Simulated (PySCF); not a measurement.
# C6H9FO2S: the cost of one run

The runs use PySCF 2.14.0, with density-fitted response routines of our own; the level of theory stands in each step. All values are computed, except where a source is named. Atoms are numbered from 0 throughout.

### 1 The starting structure

19 atoms, charge 0, multiplicity 1; geometry from: GFN2-xTB.

Bonds of the start (Å): C0–C1 1.31, C1–F2 1.34, C1–S3 1.83, S3–O4 1.43, S3–O5 1.44, S3–C6 1.82, C6–C7 1.50, C7–C8 1.50, C8–C9 1.50, C9–C7 1.50, C0–H10 1.08, C0–H11 1.07, C6–H12 1.09, C6–H13 1.09, C7–H14 1.08, C8–H15 1.08, C8–H16 1.08, C9–H17 1.08, C9–H18 1.08.

### 2 Optimising the geometry at PBE0-D3(BJ)/def2-SVP

The job: settings as JSON, then the geometry in Å.

```
{"job": {"xc": "PBE0", "basis": "def2-SVP", "d3": "d3bj", "grid": 1, "kind": "geom"}, "charge": 0, "multiplicity": 1}
C     -3.532445     0.792506    -0.321660
C     -2.607875    -0.126740    -0.170613
F     -2.794872    -1.281303     0.488332
S     -0.911016    -0.010393    -0.837499
O     -0.787125    -0.968246    -1.897132
O     -0.691406     1.374331    -1.147045
C      0.142122    -0.514969     0.564902
C      1.542820    -0.639422     0.047332
C      2.704282    -0.292680     0.933686
C      2.336396     0.608242    -0.203546
H     -4.532298     0.690655     0.066711
H     -3.270403     1.685255    -0.858814
H     -0.251759    -1.460314     0.930115
H      0.042936     0.266945     1.312681
H      1.663463    -1.453999    -0.654670
H      2.491825     0.037502     1.938975
H      3.600366    -0.887987     0.854317
H      2.978949     0.636106    -1.069158
H      1.866235     1.553763     0.015626
```

Run with:

```
> OMP_NUM_THREADS=1 python probes_run.py task.json out
```

This one command runs all jobs of the session in turn.

**Question.** How long does this first job take on 1 thread of Arm Neoverse V1, shared host, and how much memory does it need?

About 2.7 min, with a peak of 0.82 GiB.
